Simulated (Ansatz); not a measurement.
**TaH+ (doublet): wave-function methods side by side, def2-TZVPP**

An exercise on one series of results from a longer session: the logs are not shown, and one member is left open.

Program: Ansatz 0.2.0, Gaussian basis. Level of theory: def2-TZVPP, core rule «outside noble gas», up to 4 orbitals frozen. These are calculated values, not measurements.

The runs, in order: UHF; ROHF; CCSD(T) on UHF.

## The geometry

The geometry is a PBE0/def2-TZVP stationary point (not a proven minimum). No spin-orbit coupling is included. Elements past krypton take def2 core potentials.

2 atoms, charge 1, spin multiplicity 2.

Atoms are counted from 1 here; the program's logs count them from 0.

Bond lengths: Ta1–H2 1.722 Å.

The first run:

in.yaml

```yaml
crystal:
  periodic: [false, false, false]
  atoms:
    - {symbol: Ta, position_ang: [0.000000, 0.000000, 0.000000]}
    - {symbol: H, position_ang: [0.000000, 0.000000, 1.722200]}
basis:
  gaussian: {orbitals: def2-TZVPP}
total_charge: 1
magnetization: {spin_polarized: true, initial_magnetization: 1}
hamiltonian: {xc: hf}
output: {orbitals: {seedname: orbitals}}
```

Started as:

```
ansatz run in.yaml --threads 1 --pin off --events-out ev --progress --plain --max-ram 4096MiB --backend cpu
```

Steps of the session up to this table: UHF; ROHF; CCSD(T) on UHF.

One of the session's tables, all rows but one given; the rest of the session is left out.

It belongs to the step «Misses and costs». 

```
  method  from UCCSD(T) (meV)
    ROHF              +3456.0
     UHF              +2449.2
    UMP2                    ?
   UCCSD               +126.1
UCCSD(T)                    0
```

Q: Estimate the row for UMP2 from the others.

As computed: from UCCSD(T) (meV): +674.8. In the column «from UCCSD(T) (meV)» it lies between UCCSD (+126.1) and UHF (+2449.2).

The program flags UCCSD(T) as in doubt (see the logs), so the zero of the table is itself unsure.

Limits of these values: The determinant is far from a pure spin state, so its energy mixes those of several spin states (harmless only where they are near-degenerate, as at dissociation). The program flags UCCSD(T) as in doubt, so the zero of the table is itself unsure.
